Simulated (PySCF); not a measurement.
**CH3FLi2, a complex of two parts: interaction energy**

An exercise on one series of results from a longer session: the logs are not shown, and one member is left open.

Programs: PySCF 2.14.0. All values are calculated, for the isolated system unless a continuum is named. Atoms count from 0, parts from 1.

## The system as given

7 atoms, charge 0, multiplicity 1; geometry: GFN2-xTB. Parts: 1 = atoms 0–4, `[Li][CH3]`, charge 0; 2 = atoms 5–6, `[Li][F]`, charge 0.

Set-up of the first run:

Job settings and geometry (Å):

```
{"job": {"xc": "PBE0", "basis": "def2-SVPD", "d3": "d3bj", "grid": 2, "kind": "geom", "shake": 0.01}, "charge": 0, "multiplicity": 1, "parts": [{"atoms": "0-4", "charge": 0, "multiplicity": 1}, {"atoms": "5-6", "charge": 0, "multiplicity": 1}]}
C     -0.473735     0.213801    -0.269898
Li    -1.229712    -1.833802    -0.421337
H      0.071757     0.850203    -0.974088
H     -0.998487     0.956598     0.349340
H      0.263976    -0.186285     0.383486
Li    -1.958435    -0.246290    -1.837670
F     -2.307783    -1.916332    -1.723076
```

Command:

```bash
$ OMP_NUM_THREADS=1 python cluster_run.py task.json out
```

The driver reads the jobs from task.json and runs them one after another.

Steps of the session up to this table: Relaxing the molecule at PBE0-D3(BJ)/def2-SVPD; Coupled-cluster interaction energy: CCSD(T) and MP2.

One table of the session follows, with a row left open; its other results are not shown here.

It belongs to the step «Coupled-cluster interaction energy: CCSD(T) and MP2». 

| method | interaction energy (kcal/mol) |
| --- | --- |
| HF/aug-cc-pVDZ | -61.84 |
| MP2/aug-cc-pVDZ | -57.91 |
| CCSD/aug-cc-pVDZ | -59.06 |
| CCSD(T)/aug-cc-pVDZ | -58.51 |
| HF/aug-cc-pVTZ | -62.77 |
| MP2/aug-cc-pVTZ | -60.33 |
| SCS-MP2/aug-cc-pVTZ | -59.92 |
| MP2, extrapolated | ? |
| CCSD(T), limit estimate | -61.57 |

**Question.** Estimate the row for MP2, extrapolated.

The run gave: interaction energy (kcal/mol): -60.96. In the column «interaction energy (kcal/mol)» it lies between CCSD(T), limit estimate (-61.57) and MP2/aug-cc-pVTZ (-60.33).

In this run the core of Li (1s) is correlated, in a basis without core functions; only the other cores are frozen.

Limits of these values: The interaction energy leaves out the deformation of the parts, 8.75 kcal/mol at MP2. So large a deformation means that a part is far from its own minimum, so a sum across the two methods would be rough.
